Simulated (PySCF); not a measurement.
# C4H4BFS: the cost of one run

The runs use PySCF 2.14.0, with density-fitted response routines of our own; the level of theory stands in each step. All values are computed, except where a source is named. Atoms are numbered from 0 throughout.

## Step 1: The molecule as given

11 atoms, charge 0, multiplicity 1; geometry from: GFN2-xTB. The atoms were then displaced at random by about 0.01 Å, so the start is not that level's minimum.

Bonds of the start (Å): F0–B1 1.32, B1–C2 1.54, C2–C3 1.35, C3–C4 1.44, C4–C5 1.35, C5–S6 1.72, S6–C2 1.72, B1–H7 1.18, C3–H8 1.08, C4–H9 1.09, C5–H10 1.08.

## Step 2: Optimising the geometry at PBE0-D3(BJ)/def2-SVP

The job: settings as JSON, then the geometry in Å.

```
{"job": {"xc": "PBE0", "basis": "def2-SVP", "d3": "d3bj", "grid": 1, "shake": 0.01, "kind": "geom"}, "charge": 0, "multiplicity": 1}
F      2.853420     0.736220     0.578470
B      2.194160    -0.158380    -0.142380
C      0.650230    -0.159580    -0.141830
C     -0.155810     0.688120     0.533940
C     -1.550130     0.398470     0.317120
C     -1.734640    -0.653230    -0.508700
S     -0.240770    -1.326960    -1.043180
H      2.876780    -0.909220    -0.745880
H      0.167030     1.490510     1.181470
H     -2.356430     0.958090     0.782070
H     -2.665730    -1.089860    -0.826760
```

Started as:

```bash
$ OMP_NUM_THREADS=1 python probes_run.py task.json out
```

One launch serves the whole session: the jobs run in the order shown.

Q: Estimate the wall time and peak memory of this first job on 1 thread of Arm Neoverse N1, shared host.

About 58 s, with a peak of 0.51 GiB.
